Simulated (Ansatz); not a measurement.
# AlN: properties at the relaxed cell

One table from this session's results is given with a row withheld; the runs are named, their logs left out.

The COD entry's cell or inner coordinates are ideal or old and differ from later refinements, so a difference from it is no clean test against experiment.

Program: Ansatz 0.2.0. Level of theory: DFT r2SCAN, scalar-relativistic, plane waves, PAW. These are calculated values, not measurements.

1 further run of the same task is left out (set aside as unsound or not needed).

## The system as given

The structure is hexagonal, space group P6_3mc (No. 186). Conventional cell: a = 3.107 Å, b = 3.107 Å, c = 4.978 Å, α = 90.00°, β = 90.00°, γ = 120.00°. Around Al (site symmetry 3m) lie 4 N at 1.89 to 1.90 Å. Around N (site symmetry 3m) lie 4 Al at 1.89 to 1.90 Å.

Coordinates:

```cif
data_structure
_symmetry_space_group_name_H-M 'P6_3mc'
_symmetry_Int_Tables_number 186
_cell_length_a 3.1067
_cell_length_b 3.1067
_cell_length_c 4.9785
_cell_angle_alpha 90.000
_cell_angle_beta 90.000
_cell_angle_gamma 120.000
_cell_volume 41.61
loop_
_atom_site_label
_atom_site_type_symbol
_atom_site_symmetry_multiplicity
_atom_site_Wyckoff_symbol
_atom_site_fract_x
_atom_site_fract_y
_atom_site_fract_z
_atom_site_occupancy
Al1 Al 2 b 0.33333 0.66667 0.99920 1
N1 N 2 b 0.33333 0.66667 0.38080 1
```

This cell was relaxed beforehand with the same method: volume 10.40 Å³/atom, gap on the mesh 4.88 eV.

Set-up of the first run:

Contents of input.yaml:

```yaml
crystal:
  lattice:
    - [3.0753170929, 0.0, 0.0]
    - [-1.5376585465, 2.6633027272, 0.0]
    - [0.0, 0.0, 4.928167038]
  atoms:
    - { symbol: Al, position: [0.3333333333, 0.6666666667, -0.0008029848] }
    - { symbol: Al, position: [0.6666666667, 0.3333333333, 0.4991970152] }
    - { symbol: "N", position: [0.3333333333, 0.6666666667, 0.3808029848] }
    - { symbol: "N", position: [0.6666666667, 0.3333333333, 0.8808029848] }
basis:
  ecutwfc: 500
kpoints:
  mp_grid: { grid: [12, 12, 6] }
hamiltonian:
  xc: r2scan
scf:
  occupations: { method: gaussian, width: 0.02 }
output:
  forces: true
  stress: true
  eigenvalues: true
relax:
  adjacent_minimum: "off"
  f_tol: 0.01
  max_steps: 30
  cell: { stress_tol: 0.1, fix: [volume] }
```

Started as:

```bash
> ansatz run input.yaml --threads 1 --pin off --max-ram 2560MiB --backend cpu --events-out ev --progress --plain --runs-dir out
```

Steps of the session up to this table: The cell scaled to 0.97 of its volume; The cell scaled to 1.03 of its volume; Volume × 0.94; The cell scaled to 1.06 of its volume; Point at V/V0 = 0.91; The cell scaled to 1.10 of its volume; The cell scaled to 0.88 of its volume.

One table of the session follows, with a row left open; its other results are not shown here.

It belongs to the step «Fit of the equation of state». 

```
volume (Å³/atom)  energy above the lowest point (meV/atom)  pressure (GPa)  gap on the mesh (eV)
           9.155                                     120.2           34.08                  5.76
           9.467                                      64.2           23.65                  5.71
           9.779                                      27.1           14.61                  5.43
          10.091                                       6.5            6.79                  5.15
          10.403                                       0.0            0.01                  4.88
          10.715                                       5.8           -5.87                  4.62
          11.027                                         ?               ?                     ?
          11.443                                      58.4          -16.67                  4.05
```

Estimate the missing values for volume (Å³/atom) = 11.027.

Worked estimate for «energy above the lowest point (meV/atom)». A straight line through the neighbours (10.715, 5.8) and (11.443, 58.4) gives 5.8 + (58.4 − 5.8) × (11.027 − 10.715) / (11.443 − 10.715) = 28.3; a parabola fitted to 3 rows on both sides gives 21.6.

As computed: energy above the lowest point (meV/atom): 22.3; pressure (GPa): -10.95; gap on the mesh (eV): 4.37. In «energy above the lowest point (meV/atom)» the line misses by +6.0 and the parabola by -0.7.
